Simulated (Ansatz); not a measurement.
MnS, space group Pm-3m, a Hubbard U by linear response

Program: Ansatz 0.2.0, Python API.

Input file `mns.extxyz`:
```text
2
Lattice="3.09904 0.0 0.0 0.0 3.09904 0.0 0.0 0.0 3.09904" Properties=species:S:1:pos:R:3:initial_magmoms:R:1 pbc="T T T"
Mn    1.54952000    1.54952000    1.54952000  4.00
S     0.00000000    0.00000000    0.00000000  0.00
```

At the Python prompt:
```pycon
>>> import ansatz
>>> structure = ansatz.Crystal.from_extxyz("mns.extxyz")
>>> structure.resolved().sites[-1]
Site(symbol='S', position=(0.0, 0.0, 0.0), moment=0.0, axis=None, held=None, saved=None)
>>> model = (
...     structure.calculation()
...     .functional("PBEsol")
...     .spin("collinear")
...     .kpoints(8, 8, 8)
...     .occupations("fermi_dirac", width=0.1)
...     .hubbard("Mn", "d", u_eff="linear-response")
...     .hubbard_response(amplitude=0.05)
...     .band_table()
... )
>>> # within one cell the perturbed atoms see their images, so U is that of this cell
>>> found = []
>>> def keep(event):
...     if event["event"] == "lr_u_result":
...         found.append(event["data"])
...
>>> out = model.session().plan().execute(on_event=keep)
DeckWarning: basis.ecutwfc = 420 eV, auto-derived from the records' recommended cutoffs: set by Mn (normal level)
>>> data = out.report
>>> data["kpoints_frac"][:4]
[[0.0, 0.0, 0.0], [0.0, 0.0, 0.125], [0.0, 0.0, 0.25], [0.0, 0.0, 0.375]]
>>> out.unlabelled_reasons
['no_forces', 'linear_response_hubbard']
>>> for orbit in found[-1]["orbits"]:
...     print(f"sites {orbit['sites']}: n0 = {orbit['n0']:.3f}, chi0 = {orbit['chi0_per_ev']:.4f}/eV, chi = {orbit['chi_per_ev']:.4f}/eV, U = {orbit['u_ev']:.2f} eV")
...
sites [0]: n0 = 5.707, chi0 = -0.3713/eV, chi = -0.1586/eV, U = 3.61 eV
>>> print("cycles:", found[-1]["n_cycles"], " band edges:", data.get("band_edges_ev"))
cycles: 1  band edges: None
>>> print("site moments (muB):", [round(m, 2) for m in data["site_moments_mub"]])
site moments (muB): [4.38, 0.1]
>>> print("electrons up, down:", [round(n, 3) for n in data["spin_occupation_sums"]])
electrons up, down: [12.875, 8.125]
```

What to keep in mind:
- The magnetic order follows from the starting moments and needn't be the lowest.
- The mesh is modest for a metal, so energies can be off by several to tens of meV an atom and pressures by half a GPa or more; differences at equal mesh fare better.
- With one magnetic atom the cell can hold only ferromagnetic order.
- This cell is a computed structure, which may not be the phase found in nature.
- Levels are Kohn-Sham eigenvalues on this mesh.
- Warnings are shown shortened and without file and line.
- The computed U depends on the projectors, on the cell (the perturbed atoms see their images) and on the spin treatment typed in the script; a run with no .spin step is spin-unpolarised.
- Wall time of the script: 9.8 s on 1 thread of Arm Neoverse V2, on a shared host, peak memory 0.38 GiB.

(Lines on the test bed's own set-up are left out of the output.)
